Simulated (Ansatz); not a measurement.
# TiCo: the cost of one run

Program: Ansatz 0.2.0. Level of theory: DFT PBE, scalar-relativistic, plane waves, PAW, unless a step names another level. These are calculated values, not measurements.

4 further runs of the same task are left out: 2 that didn't finish, 2 set aside as unsound or not needed.

## 1. The structure to begin with

It takes space group Pm-3m (No. 221, cubic). Conventional cell: a = 2.985 Å, b = 2.985 Å, c = 2.985 Å, α = 90.00°, β = 90.00°, γ = 90.00°. Around Ti (site symmetry m-3m) lie 8 Co at 2.59 Å. Co (site symmetry m-3m) is surrounded by 8 Ti at 2.59 Å.

Coordinates:

```
CELL_PARAMETERS angstrom
2.98510 0.00000 0.00000
0.00000 2.98510 0.00000
0.00000 0.00000 2.98510
ATOMIC_POSITIONS crystal
Ti 0.00000 0.00000 0.00000
Co 0.50000 0.50000 0.50000
```

It is the end of an earlier relaxation with the same method, from a database cell with other species swapped in; it needn't be the stable form of this composition. At a tolerance of 0.05 Å it has space group Pm-3m (No. 221); it has 13.30 Å³/atom, an uncorrected energy of -0.40 eV/atom over the elements.

## 2. Electronic structure at the relaxed geometry

Contents of input.yaml:

```yaml
crystal:
  lattice:
    - [2.9850974201, 0.0, 0.0]
    - [0.0, 2.9850974201, 0.0]
    - [0.0, 0.0, 2.9850974201]
  atoms:
    - { symbol: Ti, position: [0.0, 0.0, 0.0] }
    - { symbol: Co, position: [0.5, 0.5, 0.5], spin: 1.07 }
basis:
  ecutwfc: 420
kpoints:
  mp_grid: { grid: [18, 18, 18] }
  band_path:
    path:
      - [[0.0, 0.0, 0.0], [0.0, 0.5, 0.0], [0.5, 0.5, 0.0], [0.0, 0.0, 0.0], [0.5, 0.5, 0.5], [0.0, 0.5, 0.0]]
      - [[0.5, 0.5, 0.5], [0.5, 0.5, 0.0]]
    npoints: 14
hamiltonian:
  xc: pbe
scf:
  occupations: { method: gaussian, width: 0.1 }
  n_extra_bands: 6
output:
  forces: true
  stress: true
  eigenvalues: true
  populations: true
  dos: { projected: true, de: 0.02, nscf_kmesh: { grid: [22, 22, 22] } }
  bader: true
  write_density: true
  write_potential: true
  elf: true
  volumetric_format: npy
magnetization:
  spin_polarized: true
checkpoint:
  read: start.run
  write: ck
  compress: false
  write_wavefunctions: false
  write_every: 100000
```

The run is started by

```console
$ ansatz run input.yaml --threads 1 --pin off --max-ram 2560MiB --backend cpu --events-out ev --progress --plain --runs-dir out
```

What time and memory should one allow on 1 thread of Intel Xeon at 2.70GHz, shared host?

About 46 s, with a peak of 0.51 GiB.
